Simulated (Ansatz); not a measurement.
# Si2C: the cost of one run

Computed with Ansatz 0.2.0 (DFT PBE, scalar-relativistic, plane waves, PAW, unless a step's input says otherwise).

1 further run of the same task is left out (it didn't finish).

### 1 The starting structure

It takes space group Cmcm (No. 63, orthorhombic). Conventional cell: a = 8.190 Å, b = 4.728 Å, c = 4.463 Å, α = 90.00°, β = 90.00°, γ = 90.00°. Si (site symmetry m) has 7 Si at 2.73 Å and 5 C at 2.73 Å as nearest neighbours. Around C (site symmetry m2m) lie 10 Si at 2.73 Å and 2 C at 2.73 Å.

Coordinates:

```
Si C
1.0
     4.09490   -2.36419    0.00000
     4.09490    2.36419    0.00000
     0.00000    0.00000    4.46293
Si C
4 2
Direct
  0.66667 0.00000 0.25000
  0.00000 0.33333 0.25000
  0.33333 0.00000 0.75000
  0.00000 0.66667 0.75000
  0.33333 0.66667 0.25000
  0.66667 0.33333 0.75000
```

The start is an ordering of an alloy on its end members' structure types: elements ordered on the sites of the Ag type, Si/C on Ag (Cmcm, No. 63).

### 2 Probe: one point on a coarse mesh

Contents of input.yaml:

```yaml
crystal:
  lattice:
    - [4.0948991, -2.3641911, 0.0]
    - [4.0948991, 2.3641911, 0.0]
    - [0.0, 0.0, 4.46293043]
  atoms:
    - { symbol: Si, position: [0.66666667, 0.0, 0.25] }
    - { symbol: Si, position: [0.0, 0.33333333, 0.25] }
    - { symbol: Si, position: [0.33333333, 0.0, 0.75] }
    - { symbol: Si, position: [0.0, 0.66666667, 0.75] }
    - { symbol: C, position: [0.33333333, 0.66666667, 0.25] }
    - { symbol: C, position: [0.66666667, 0.33333333, 0.75] }
basis:
  ecutwfc: 420
kpoints:
  mp_grid: { grid: [6, 6, 4] }
hamiltonian:
  xc: pbe
scf:
  occupations: { method: gaussian, width: 0.1 }
  lower_state_search: "off"
output:
  forces: true
  stress: true
  eigenvalues: true
```

On the command line:

```console
$ ansatz run input.yaml --threads 1 --pin off --max-ram 2560MiB --backend cpu --events-out ev --progress --plain --runs-dir out
```

**Question.** How long does this run take on 1 thread of Arm Neoverse V1, shared host, and how much memory does it need?

About 3.9 s, with a peak of 0.33 GiB.
